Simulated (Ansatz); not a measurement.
# CrW3: a trial structure relaxed

Aim: relax CrW3 from this start, Cu3Au (L1_2) type (Pm-3m, No. 221), and see where it ends.

Program: Ansatz 0.2.0. Level of theory: DFT PBE, scalar-relativistic, plane waves, PAW. These are calculated values, not measurements.

### 1 The structure to begin with

Symmetry: Pm-3m, No. 221, cubic system. The conventional cell has a = 3.880 Å, b = 3.880 Å, c = 3.880 Å, α = 90.00°, β = 90.00°, γ = 90.00°. Around Cr (site symmetry m-3m) lie 12 W at 2.74 Å. W (site symmetry 4/mmm) has 4 Cr at 2.74 Å and 8 W at 2.74 Å as nearest neighbours.

Structure file:

```cif
data_structure
_symmetry_space_group_name_H-M 'P 1'
_symmetry_Int_Tables_number 1
_cell_length_a 3.8800
_cell_length_b 3.8800
_cell_length_c 3.8800
_cell_angle_alpha 90.000
_cell_angle_beta 90.000
_cell_angle_gamma 90.000
_cell_volume 58.41
loop_
_atom_site_label
_atom_site_type_symbol
_atom_site_fract_x
_atom_site_fract_y
_atom_site_fract_z
_atom_site_occupancy
Cr1 Cr 0.00000 0.00000 0.00000 1
W1 W 0.00000 0.50000 0.50000 1
W2 W 0.50000 0.00000 0.50000 1
W3 W 0.50000 0.50000 0.00000 1
```

(A quick probe on a coarse mesh, which set the mesh and smearing, is not shown.)

### 3 A loose first relaxation

The input, input.yaml:

```yaml
crystal:
  lattice:
    - [3.8800131563, 0.0, 0.0]
    - [0.0, 3.8800131563, 0.0]
    - [0.0, 0.0, 3.8800131563]
  atoms:
    - { symbol: Cr, position: [0.0, 0.0, 0.0] }
    - { symbol: W, position: [0.0, 0.5, 0.5] }
    - { symbol: W, position: [0.5, 0.0, 0.5] }
    - { symbol: W, position: [0.5, 0.5, 0.0] }
basis:
  ecutwfc: 420
kpoints:
  mp_grid: { grid: [4, 4, 4] }
hamiltonian:
  xc: pbe
scf:
  occupations: { method: gaussian, width: 0.1 }
  lower_state_search: "off"
output:
  forces: true
  stress: true
  eigenvalues: true
relax:
  adjacent_minimum: "off"
  f_tol: 0.04
  max_steps: 70
  cell: { stress_tol: 0.4 }
```

The run is started by

```bash
> ansatz run input.yaml --threads 1 --pin off --max-ram 2560MiB --backend cpu --events-out ev --progress --plain --runs-dir out
```

Further runs follow: the relaxation.

Before running it: what results should come out?

**Answer**, as computed:

Formation energies count from the elements, computed with the same settings in runs not shown here.

```
                          quantity                                                                      value
                              cell  a = 3.950 Å, b = 3.950 Å, c = 3.950 Å, α = 90.00°, β = 90.00°, γ = 90.00°
                       space group                                                            Pm-3m (No. 221)
                            volume                                                              15.41 Å³/atom
                   gap on the mesh                                                               none (metal)
formation energy from the elements                                                             +0.500 eV/atom
```

In words: The space group stayed Pm-3m, and from the first guess the volume went from 14.60 to 15.41 Å³/atom. The formation energy of +0.50 eV/atom is positive, so the elements lie lower than this structure; another structure of the compound can lie lower. The runs treat W without spin-orbit coupling. A spin-polarised run here lost its starting moments, which speaks against magnetism, though one start doesn't rule it out.
